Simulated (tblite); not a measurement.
# C5H13NSi4: the cost of one run

Programs: tblite 0.8.0 and PySCF 2.14.0, with density-fitted response routines of our own. Each step states its level of theory. These are calculated values for one molecule in the gas phase, unless marked as measured. Atoms count from 0, in the outputs and in this text.

**1. The molecule as given**

23 atoms, charge 0, multiplicity 1; geometry from: force field or distance geometry start.

Bonds of the start (Å): Si0–Si1 2.28, Si1–Si2 2.29, Si2–Si3 2.30, Si3–C4 1.86, C4–C5 1.39, C5–C6 1.40, C6–C7 1.39, C7–C8 1.38, C8–N9 1.36, N9–C4 1.36, Si0–H10 1.50, Si0–H11 1.49, Si0–H12 1.47, Si1–H13 1.49, Si1–H14 1.50, Si2–H15 1.49, Si2–H16 1.50, Si3–H17 1.50, Si3–H18 1.48, C5–H19 1.08, C6–H20 1.08, C7–H21 1.08, C8–H22 1.10.

**2. Geometry optimisation with GFN2-xTB**

Job settings and geometry (Å):

```
{"job": {"kind": "relax", "xc": "GFN2-xTB", "basis": "xTB"}, "charge": 0, "multiplicity": 1}
Si    -2.978200     1.717200    -0.198000
Si    -2.398400    -0.050100     1.117000
Si    -1.765000    -1.788000    -0.233600
Si    -0.172800    -1.068200    -1.728700
C      1.239300    -0.344900    -0.754900
C      2.511200    -0.906500    -0.761600
C      3.519600    -0.290600    -0.013700
C      3.234600     0.862200     0.715400
C      1.943800     1.351300     0.655300
N      0.940000     0.781500    -0.057200
H     -4.119500     1.325900    -1.083400
H     -3.437800     2.867600     0.635200
H     -1.878200     2.173000    -1.058700
H     -3.559300    -0.481600     1.947000
H     -1.322400     0.311500     2.098800
H     -1.270400    -2.928000     0.588300
H     -2.963200    -2.285700    -0.979000
H      0.308400    -2.240600    -2.526700
H     -0.756600    -0.088200    -2.668100
H      2.747900    -1.803100    -1.319900
H      4.517800    -0.706500     0.012600
H      3.987500     1.358600     1.303000
H      1.666900     2.260200     1.211300
```

On the command line:

```console
> OMP_NUM_THREADS=1 python probes_run.py task.json out
```

One launch serves the whole session: the jobs run in the order shown.

Q: Estimate the wall time and peak memory of this first job on 1 thread of Arm Neoverse V1, shared host.

About 4 s, with a peak of 0.18 GiB.
